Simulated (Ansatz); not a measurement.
# C3H7ClSn: up Jacob's ladder to CCSD(T)

An exercise on one series of results from a longer session: the logs are not shown, and one member is left open.

Method: functionals in def2-TZVPP, the program's frozen cores in correlated methods; program: Ansatz 0.2.0, Gaussian basis.

Levels to be run: LDA (SPW92), PBE-D4, revPBE-D4, BLYP-D4, r2SCAN-D4, B97M-V, PBE0-D4, B3LYP-D4, r2SCANh-D4, r2SCAN0-D4, HSE06-D4, BHLYP-D4, CAM-B3LYP-D4, LC-ωPBE, ωB97X-V, ωB97M-V, B2PLYP, PBE-QIDH; CCSD(T)/def2-SVP; CCSD(T)/def2-TZVPP; MP2/def2-QZVPP; extrapolation to the limit; RPA on PBE.

## The geometry

The geometry comes from an earlier relaxation with PBE0-D4 in a triple-zeta def2 set; it is a stationary point, not always the lowest conformer. Sn takes the def2 core potential; no spin-orbit term is included.

SMILES `C[CH](C)[Sn][Cl]`, 12 atoms, charge 0, spin multiplicity 1.

Atoms are counted from 1 here; the program's logs count them from 0.

Bond lengths: C1–C2 1.522 Å, C1–H6 1.095 Å, C1–H7 1.094 Å, C1–H8 1.097 Å, C2–C3 1.522 Å, C2–Sn4 2.206 Å, C2–H9 1.098 Å, C3–H10 1.097 Å, C3–H11 1.095 Å, C3–H12 1.094 Å, Sn4–Cl5 2.384 Å. Angles: C2–C1–H6 112.7°, C2–C1–H7 111.1°, C2–C1–H8 110.9°, H6–C1–H7 107.7°, H6–C1–H8 106.9°, H7–C1–H8 107.3°, C1–C2–C3 111.8°, C1–C2–Sn4 110.7°, C1–C2–H9 109.3°, C3–C2–Sn4 110.7°, C3–C2–H9 109.3°, Sn4–C2–H9 104.8°, C2–C3–H10 110.9°, C2–C3–H11 112.7°, C2–C3–H12 111.1°, H10–C3–H11 106.9°, H10–C3–H12 107.3°, H11–C3–H12 107.7° and more.

Set-up of the first run:

The input, in.yaml:

```yaml
crystal:
  periodic: [false, false, false]
  atoms:
    - {symbol: C, position_ang: [-0.741013, 0.247295, 1.089979]}
    - {symbol: C, position_ang: [-0.193123, -0.615105, -0.037854]}
    - {symbol: C, position_ang: [1.273106, -0.318136, -0.316693]}
    - {symbol: Sn, position_ang: [-1.400352, -0.367249, -1.867314]}
    - {symbol: Cl, position_ang: [-0.911201, 1.955395, -2.093945]}
    - {symbol: H, position_ang: [-1.784427, 0.016755, 1.329991]}
    - {symbol: H, position_ang: [-0.686101, 1.309344, 0.834880]}
    - {symbol: H, position_ang: [-0.162930, 0.101885, 2.011134]}
    - {symbol: H, position_ang: [-0.303706, -1.674024, 0.229282]}
    - {symbol: H, position_ang: [1.882526, -0.474603, 0.582178]}
    - {symbol: H, position_ang: [1.692750, -0.957909, -1.100342]}
    - {symbol: H, position_ang: [1.411569, 0.721255, -0.627397]}
basis:
  gaussian: {orbitals: def2-TZVPP}
hamiltonian: {xc: lda}
output: {orbitals: {seedname: orbitals}}
```

On the command line:

```sh
$ ansatz run in.yaml --threads 4 --pin off --events-out ev --progress --plain --max-ram 11315MiB
```

Steps of the session up to this table: LDA; PBE-D4 (GGA); revPBE-D4 (GGA); BLYP-D4 (GGA); r2SCAN-D4 (meta-GGA); B97M-V (meta-GGA); PBE0-D4 (hybrid); B3LYP-D4 (hybrid); r2SCANh-D4 (hybrid); r2SCAN0-D4 (hybrid); HSE06-D4 (hybrid); BHLYP-D4 (hybrid); CAM-B3LYP-D4 (range-separated); LC-ωPBE (range-separated); ωB97X-V (range-separated); ωB97M-V (range-separated); B2PLYP (double hybrid); PBE-QIDH (double hybrid).

One table of the session follows, with a row left open; its other results are not shown here.

It belongs to the step «Orbital energies across the functionals». 

| functional | HOMO (eV) | LUMO (eV) | gap (eV) |
| --- | --- | --- | --- |
| LDA (SPW92) | -5.39 | -3.70 | 1.69 |
| PBE-D4 | -5.24 | -3.43 | 1.81 |
| revPBE-D4 | -5.18 | -3.31 | 1.87 |
| BLYP-D4 | -5.11 | -3.37 | 1.74 |
| r2SCAN-D4 | -5.45 | -3.35 | 2.10 |
| B97M-V | -5.43 | -3.42 | 2.00 |
| PBE0-D4 | -6.25 | -2.72 | 3.53 |
| B3LYP-D4 | -6.08 | -2.97 | 3.11 |
| r2SCANh-D4 | -5.83 | -3.09 | 2.74 |
| r2SCAN0-D4 | -6.39 | -2.69 | 3.70 |
| HSE06-D4 | -5.86 | -3.08 | 2.78 |
| BHLYP-D4 | -7.15 | -2.00 | 5.15 |
| CAM-B3LYP-D4 | ? | ? | ? |
| LC-ωPBE | -8.67 | -0.70 | 7.97 |
| ωB97X-V | -8.38 | -0.84 | 7.54 |
| ωB97M-V | -8.28 | -0.99 | 7.30 |

Q: Estimate the row for CAM-B3LYP-D4 from the others.

The run gave: HOMO (eV): -7.47; LUMO (eV): -1.82; gap (eV): 5.64. In the column «HOMO (eV)» it lies between ωB97M-V (-8.28) and BHLYP-D4 (-7.15).
